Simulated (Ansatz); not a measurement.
# ReOs: a single-point run

The task is a single-point run on ReOs. The structure is shown as the input types it.

Method: DFT, LDA, PAW with Ansatz's default frozen-core files, scalar-relativistic, in Ansatz 0.2.0.

5 further runs of the same task are left out: 4 that didn't finish, 1 set aside as unsound or not needed.

### 1 The structure to begin with

It takes space group Cm (No. 8, monoclinic). The conventional cell has a = 4.776 Å, b = 2.757 Å, c = 4.382 Å, α = 90.00°, β = 90.00°, γ = 90.00°. Around Re (site symmetry m) lie 1 Os at 1.73 Å. Os (site symmetry m) has 1 Re at 1.73 Å as nearest neighbours.

As a file:

```
CELL_PARAMETERS angstrom
2.75733 0.00000 0.00000
-1.37867 2.38792 0.00000
0.00000 0.00000 4.38243
ATOMIC_POSITIONS crystal
Re 0.54667 0.27333 0.41000
Os 0.12000 0.06000 0.09000
```

### 2 Running it

File input.yaml:

```yaml
crystal:
  lattice:
    - [2.7573303527, 0.0, 0.0]
    - [-1.3786651764, 2.3879181321, 0.0]
    - [0.0, 0.0, 4.38242818]
  atoms:
    - { symbol: Re, position: [0.5466666667, 0.2733333333, 0.41] }
    - { symbol: Os, position: [0.12, 0.06, 0.09] }
kpoints:
  mp_grid: { grid: [12, 12, 7] }
scf:
  occupations: { method: fermi_dirac, width: 0.3 }
  n_extra_bands: 0
  max_iter: 100
hamiltonian:
  xc: lda
  pseudopotentials: { kind: paw }
output:
  forces: true
  stress: true
  eigenvalues: true
  efg: { contact_densities: true }
  populations: true
```

On the command line:

```bash
> ansatz run input.yaml --threads 1 --pin off --max-ram 2048MiB --backend cpu --events-out ev --progress --plain --runs-dir out
```

Q: Will this input give a usable result? If not, why, and what should change?

Nothing was computed: the input was turned down at the start. It says: «inconsistent input (scf.n_extra_bands, scf.occupations.method): n_bands = 16 leaves no empty band above the 16 bands per channel that the deck's 31 electrons occupy ...»

The suspect setting: scf.occupations.width is 0.3; scf.n_extra_bands is 0. The band count leaves no room above the highest filled state.

The cure: delete scf.n_extra_bands (the default then holds) and set scf.occupations.width to 0.05.
